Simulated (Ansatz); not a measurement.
# AlClH5NOSi: molecular dynamics

The plan is to follow the molecule's vibrations and see whether its bonds hold. The start is relaxed first. Runs: 362 steps of 0.5 fs at constant energy (fourth-order Milne integrator), with velocities drawn for 500 K.

Program: Ansatz 0.2.0. Level of theory: RKS B3LYP/6-31G. These are calculated values, not measurements.

## (1) The structure to begin with

Bond lengths: Al1–N2 1.920 Å, N2–H3 1.060 Å, N2–H4 1.060 Å, Al1–Cl5 2.230 Å, Al1–O6 1.780 Å, O6–Si7 1.680 Å, Si7–H8 1.460 Å, Si7–H9 1.460 Å, Si7–H10 1.460 Å. Angles: Al1–N2–H3 120.0°, Al1–N2–H4 120.0°, H3–N2–H4 120.0°, N2–Al1–Cl5 120.0°, N2–Al1–O6 120.0°, Cl5–Al1–O6 120.0°, Al1–O6–Si7 125.0°, O6–Si7–H8 109.5°, O6–Si7–H9 109.5°, O6–Si7–H10 109.5°, H8–Si7–H9 109.4°, H8–Si7–H10 109.4°, H9–Si7–H10 109.4°.

As a file:

```xyz
10

Al    0.0000    0.0000    0.0000
N     0.0000    0.0000    1.9200
H    -0.8770   -0.2713    2.4500
H     0.8770    0.2713    2.4500
Cl    1.9312    0.0000   -1.1150
O    -1.5415    0.0000   -0.8900
Si   -2.6907   -1.2238   -0.8267
H    -2.2881   -2.2198    0.1620
H    -3.9833   -0.6595   -0.4496
H    -2.8007   -1.8572   -2.1376
```

## (2) Relaxing the start

Contents of input.yaml:

```yaml
crystal:
  periodic: [false, false, false]
  atoms:
    - { symbol: Al, position_ang: [0.0, 0.0, 0.0] }
    - { symbol: "N", position_ang: [0.0, 0.0, 1.92] }
    - { symbol: H, position_ang: [-0.877, -0.2713, 2.45] }
    - { symbol: H, position_ang: [0.877, 0.2713, 2.45] }
    - { symbol: Cl, position_ang: [1.9312, 0.0, -1.115] }
    - { symbol: O, position_ang: [-1.5415, 0.0, -0.89] }
    - { symbol: Si, position_ang: [-2.6907, -1.2238, -0.8267] }
    - { symbol: H, position_ang: [-2.2881, -2.2198, 0.162] }
    - { symbol: H, position_ang: [-3.9833, -0.6595, -0.4496] }
    - { symbol: H, position_ang: [-2.8007, -1.8572, -2.1376] }
basis:
  gaussian: { orbitals: "6-31G" }
hamiltonian:
  xc: b3lyp
relax:
  f_tol: 0.02
  max_steps: 40
```

Run with:

```console
$ ansatz run input.yaml --threads 1 --pin off --max-ram 2048MiB --backend cpu --events-out ev --progress --plain --runs-dir out
```

The runs that follow: Dynamics.

Before running it: what results should come out? Wanted: relaxation of the start; temperature, first and last step; temperature, second half; potential energy, second half; largest change of the total energy; bonds formed or broken.

The runs gave:

| quantity | value |
| --- | --- |
| relaxation of the start | 10 moves, 0.896 eV lower |
| length | 362 steps of 0.5 fs |
| temperature, first and last step | 500 and 308 K |
| temperature, second half | mean 254 K, from 118 to 387 K |
| potential energy, second half | +25 meV/atom from the start |
| largest change of the total energy | 0.03 meV/atom |
| bonds formed or broken | 0 |

The temperature starts at 500 K and averages 254 K in the second half, where it ranges from 118 to 387 K. About half is expected from a start at a minimum: kinetic energy passes into potential energy until both shares match. The total energy strays from its start by at most 0.03 meV/atom, 0.1 % of the mean kinetic energy, so a step of 0.5 fs is short enough over this time. No bond forms or breaks. A run of 181 fs with 10 atoms shows the motion but fixes no equilibrium value. The nuclei move classically, without zero-point motion, which matters most for hydrogen. The basis is very small, so the numbers are rough.
